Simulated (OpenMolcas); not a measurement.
# AsH2 (SMILES [AsH2]), step by step

We compute a series of 8 runs (ROHF/cc-pVTZ, CASSCF(7,6)/cc-pVTZ, CASPT2(7,6)/cc-pVTZ, CASPT2[IPEA 0](7,6)/cc-pVTZ, SC-NEVPT2(7,6)/cc-pVTZ, PC-NEVPT2(7,6)/cc-pVTZ, MC-PDFT[tPBE](7,6)/cc-pVTZ, MC-PDFT[ftPBE](7,6)/cc-pVTZ) of AsH2. 

Program for the calculation: OpenMolcas 26.06.

## 1. The molecule

The species is AsH2 (3 atoms), meant as a doublet with charge 0. As SMILES, `[AsH2]`. The As1–H2 distance was set to 2.747 Å, away from the relaxed value. At this shape a bond of the SMILES string is far longer than usual.

Bond lengths: As1–H3 1.526 Å.

## 2. The energy at ROHF/cc-pVTZ (run 1)

The input, geom.xyz:

```xyz
3

As    -1.576269    -0.047204    -0.861900
H      0.680410     0.795730     0.459110
H     -1.110049    -1.497794    -0.771430
```

The input, step1.inp:

```
&gateway
 baslib=$CurrDir
 coord=geom.xyz
 basis=cc-pVTZ
 group=NoSym

&seward

&scf
 uhf
 spin=2
 prorbitals=1

&rasscf
 fileorb=$Project.UnaOrb
 spin=2
 nactel=1 0 0
 inactive=17
 ras2=1
 outorbitals=Canonical
 orblisting=Nothing
```

The basis set cc-pVTZ is read from a file made from the Basis Set Exchange's data (not shown).

On the command line:

```bash
$ export MOLCAS_MEM=1860
$ pymolcas step1.inp > step1.log
```

The log of the run:

```text
--- Start Module: gateway ---
[...]
--- Stop Module: gateway /rc=_RC_ALL_IS_WELL_ ---
[...]
      Basis functions           71
[...]
--- Start Module: scf ---
[...]
       Convergence after  20 Iterations
[...]
::    Total SCF energy                              -2235.3104175586
[...]
      Total spin, S                                     0.8799050532
[...]
--- Stop Module: scf /rc=_RC_ALL_IS_WELL_ ---
[...]
--- Start Module: rasscf ---
[...]
      Number of active orbitals                  1
[...]
      Spin quantum number                      0.5
[...]
      Active orbitals                            1
[...]
      Number of CSFs                             1
[...]
      Number of root(s) required                 1
[...]
      Convergence after 13 iterations
[...]
      printout of CI-coefficients larger than  0.05 for root  1
      energy=   -2235.244911
      conf/sym  1     Coeff  Weight
             1  u   1.00000 1.00000
      Natural orbitals and occupation numbers for root  1
      sym 1:   1.000000
      ************************************************************************************************************************
      *                                                    Final results                                                     *
[...]
::    RASSCF root number  1 Total energy:  -2235.24491086
[...]
      Total electronic charge=   35.000000
      Total            charge=   -0.000000
[...]
      Dipole Moment (debye):
      Origin of the operator (angstrom)=   -1.5406   -0.0552   -0.8434
                   X= -1.8838E+00               Y= -1.1660E+00               Z= -1.1547E+00           Total=  2.4983E+00
      Quadrupole Moment (debye*angstrom):
[...]
--- Stop Module: rasscf /rc=_RC_ALL_IS_WELL_ ---
[...]
```

It took 5.7 s on 1 thread of Intel Xeon 6975P-C (Granite Rapids), shared host; peak memory 0.42 GiB.

## 3. The energy at CASSCF(7,6)/cc-pVTZ (run 2)

geom.xyz is that of step 2.

The input, step2.inp:

```
* AsH2 CASSCF
>>> EXPORT MOLCAS_PRINT=2

&GATEWAY
 BasLib
 $CurrDir
 Coord
 geom.xyz
 Basis
 cc-pVTZ
 Group
 NoSym

&SEWARD

&RASSCF
 FileOrb
 $CurrDir/step1.RasOrb
 Spin
 2
 Nactel
 7 0 0
 Inactive
 14
 Ras2
 6
 OrbListing
 Nothing
 OrbAppear
 Compact
```

The basis set cc-pVTZ is read from a file made from the Basis Set Exchange's data (not shown).

On the command line:

```bash
$ export MOLCAS_MEM=1860
$ pymolcas step2.inp > step2.log
```

The log of the run:

```text
--- Start Module: gateway ---
[...]
--- Stop Module: gateway /rc=_RC_ALL_IS_WELL_ ---
--- Start Module: seward ---
[...]
      Basis functions           71
--- Stop Module: seward /rc=_RC_ALL_IS_WELL_ ---
[...]
--- Start Module: rasscf ---
[...]
      Number of active orbitals                  6
[...]
      Spin quantum number                      0.5
[...]
      Active orbitals                            6
[...]
      Number of CSFs                           210
[...]
      Number of root(s) required                 1
[...]
      Convergence after 15 iterations
[...]
      printout of CI-coefficients larger than  0.05 for root  1
      energy=   -2235.334583
      conf/sym  111111     Coeff  Weight
             1  222u00  -0.85242 0.72661
             5  22udu0  -0.24157 0.05836
             6  22uud0  -0.13918 0.01937
            32  220u20  -0.41825 0.17494
            61  202u02  -0.10358 0.01073
           180  200u22  -0.05083 0.00258
      Natural orbitals and occupation numbers for root  1
      sym 1:   1.994535   1.969089   1.562230   1.000000   0.438753   0.035391
      ************************************************************************************************************************
      *                                                    Final results                                                     *
[...]
::    RASSCF root number  1 Total energy:  -2235.33458250
[...]
      Total electronic charge=   35.000000
      Total            charge=   -0.000000
[...]
      Dipole Moment (debye):
      Origin of the operator (angstrom)=   -1.5406   -0.0552   -0.8434
                   X= -3.1338E-01               Y= -5.2578E-01               Z= -2.2934E-01           Total=  6.5364E-01
      Quadrupole Moment (debye*angstrom):
[...]
--- Stop Module: rasscf /rc=_RC_ALL_IS_WELL_ ---
[...]
```

Run time: 4.2 s. Hardware: 1 thread of Intel Xeon 6975P-C (Granite Rapids), shared host; peak memory 0.42 GiB.

Runs 3 to 6 aren't shown in full; the table further down has their settings and results.

## 4. The energy at MC-PDFT[tPBE](7,6)/cc-pVTZ (run 7)

geom.xyz is that of step 3.

The input, step7.input:

```
&GATEWAY
 BasLib=$CurrDir
 Coord=geom.xyz
 Basis=cc-pVTZ
 Group=NoSym

&SEWARD

&RASSCF
 FileOrb=$CurrDir/step2.RasOrb
 Spin=2
 Nactel=7 0 0
 Inactive=14
 Ras2=6
 OrbListing=Nothing
 OrbAppear=Compact

&MCPDFT
 KSDFT=T:PBE
```

The basis set cc-pVTZ is read from a file made from the Basis Set Exchange's data (not shown).

On the command line:

```bash
$ export MOLCAS_MEM=1860
$ pymolcas step7.input > step7.log
```

The log of the run:

```text
--- Start Module: gateway ---
[...]
--- Stop Module: gateway /rc=_RC_ALL_IS_WELL_ ---
[...]
      Basis functions           71
[...]
--- Start Module: rasscf ---
[...]
      Number of active orbitals                  6
[...]
      Spin quantum number                      0.5
[...]
      Active orbitals                            6
[...]
      Number of CSFs                           210
[...]
      Number of root(s) required                 1
[...]
      Convergence after  4 iterations
[...]
      printout of CI-coefficients larger than  0.05 for root  1
      energy=   -2235.334583
      conf/sym  111111     Coeff  Weight
             1  222u00  -0.85243 0.72663
             5  22udu0  -0.24156 0.05835
             6  22uud0  -0.13917 0.01937
            32  220u20  -0.41824 0.17492
            61  202u02  -0.10359 0.01073
           180  200u22  -0.05083 0.00258
      Natural orbitals and occupation numbers for root  1
      sym 1:   1.994534   1.969087   1.562262   1.000000   0.438722   0.035394
      ************************************************************************************************************************
      *                                                    Final results                                                     *
[...]
::    RASSCF root number  1 Total energy:  -2235.33458250
[...]
      Total electronic charge=   35.000000
      Total            charge=   -0.000000
[...]
      Dipole Moment (debye):
      Origin of the operator (angstrom)=   -1.5406   -0.0552   -0.8434
                   X= -3.1345E-01               Y= -5.2578E-01               Z= -2.2938E-01           Total=  6.5370E-01
      Quadrupole Moment (debye*angstrom):
[...]
--- Stop Module: rasscf /rc=_RC_ALL_IS_WELL_ ---
[...]
--- Start Module: mcpdft ---
[...]
::    MCPDFT root number  1 Total energy:  -2236.61811656
[...]
```

Wall time 3.3 s (1 thread of Intel Xeon 6975P-C (Granite Rapids), shared host); peak memory 0.42 GiB.

## 5. A single-point energy at MC-PDFT[ftPBE](7,6)/cc-pVTZ (run 8)

geom.xyz is that of step 4.

The input, step8.inp:

```
&GATEWAY
  BasLib
  $CurrDir
  Coord
  geom.xyz
  Basis
  cc-pVTZ
  Group
  NoSym

&SEWARD

&RASSCF
  FileOrb
  $CurrDir/step2.RasOrb
  Spin
  2
  Nactel
  7 0 0
  Inactive
  14
  Ras2
  6
  OrbListing
  Nothing
  OrbAppear
  Compact

&MCPDFT
  KSDFT
  FT:PBE
```

The basis set cc-pVTZ is read from a file made from the Basis Set Exchange's data (not shown).

On the command line:

```bash
$ export MOLCAS_MEM=1860
$ pymolcas step8.inp > step8.log
```

The log of the run:

```text
--- Start Module: gateway ---
[...]
--- Stop Module: gateway /rc=_RC_ALL_IS_WELL_ ---
[...]
      Basis functions           71
[...]
--- Start Module: rasscf ---
[...]
      Number of active orbitals                  6
[...]
      Spin quantum number                      0.5
[...]
      Active orbitals                            6
[...]
      Number of CSFs                           210
[...]
      Number of root(s) required                 1
[...]
      Convergence after  4 iterations
[...]
      printout of CI-coefficients larger than  0.05 for root  1
      energy=   -2235.334583
      conf/sym  111111     Coeff  Weight
             1  222u00  -0.85243 0.72663
             5  22udu0  -0.24156 0.05835
             6  22uud0  -0.13917 0.01937
            32  220u20  -0.41824 0.17492
            61  202u02  -0.10359 0.01073
           180  200u22  -0.05083 0.00258
      Natural orbitals and occupation numbers for root  1
      sym 1:   1.994534   1.969087   1.562262   1.000000   0.438722   0.035394
      ************************************************************************************************************************
      *                                                    Final results                                                     *
[...]
::    RASSCF root number  1 Total energy:  -2235.33458250
[...]
      Total electronic charge=   35.000000
      Total            charge=   -0.000000
[...]
      Dipole Moment (debye):
      Origin of the operator (angstrom)=   -1.5406   -0.0552   -0.8434
                   X= -3.1345E-01               Y= -5.2578E-01               Z= -2.2938E-01           Total=  6.5370E-01
      Quadrupole Moment (debye*angstrom):
[...]
--- Stop Module: rasscf /rc=_RC_ALL_IS_WELL_ ---
[...]
--- Start Module: mcpdft ---
[...]
::    MCPDFT root number  1 Total energy:  -2236.90156045
[...]
```

It took 3.3 s on 1 thread of Intel Xeon 6975P-C (Granite Rapids), shared host; peak memory 0.42 GiB.

## 6. All runs side by side

| run | level | active rule | inactive | energy (Eh) | dipole moment (D) of the reference | wall time |
| --- | --- | --- | --- | --- | --- | --- |
| 1 | ROHF/cc-pVTZ | – | – | -2235.244911 | 2.50 | 5.7 s |
| 2 | CASSCF(7,6)/cc-pVTZ | full valence | 14 | -2235.334583 | 0.65 | 4.2 s |
| 3 | CASPT2(7,6)/cc-pVTZ | full valence | 14 | -2235.494791 | 0.65 | 3.3 s |
| 4 | CASPT2[IPEA 0](7,6)/cc-pVTZ | full valence | 14 | -2235.501483 | 0.65 | 3.3 s |
| 5 | SC-NEVPT2(7,6)/cc-pVTZ | full valence | 14 | -2235.488826 | 0.65 | 3.3 s |
| 6 | PC-NEVPT2(7,6)/cc-pVTZ | full valence | 14 | -2235.490124 | 0.65 | 3.3 s |
| 7 | MC-PDFT[tPBE](7,6)/cc-pVTZ | full valence | 14 | -2236.618117 | 0.65 | 3.3 s |
| 8 | MC-PDFT[ftPBE](7,6)/cc-pVTZ | full valence | 14 | -2236.901560 | 0.65 | 3.3 s |

## 7. Outcome

| quantity | value |
| --- | --- |
| run 8, MC-PDFT[ftPBE](7,6)/cc-pVTZ: total energy | -2236.90156 Eh |
| run 8, MC-PDFT[ftPBE](7,6)/cc-pVTZ: dipole moment (CASSCF density) | 0.65 D |

In words: Below the ROHF energy at the same shape and in the same basis (cc-pVTZ): CASSCF(7,6) -89.7 mEh; CASPT2(7,6) -249.9 mEh; CASPT2[IPEA 0](7,6) -256.6 mEh; SC-NEVPT2(7,6) -243.9 mEh; PC-NEVPT2(7,6) -245.2 mEh. Active-space methods hold only the correlation inside their space unless a perturbation or CI step follows. All runs together took 30 s, the longest 5.7 s.
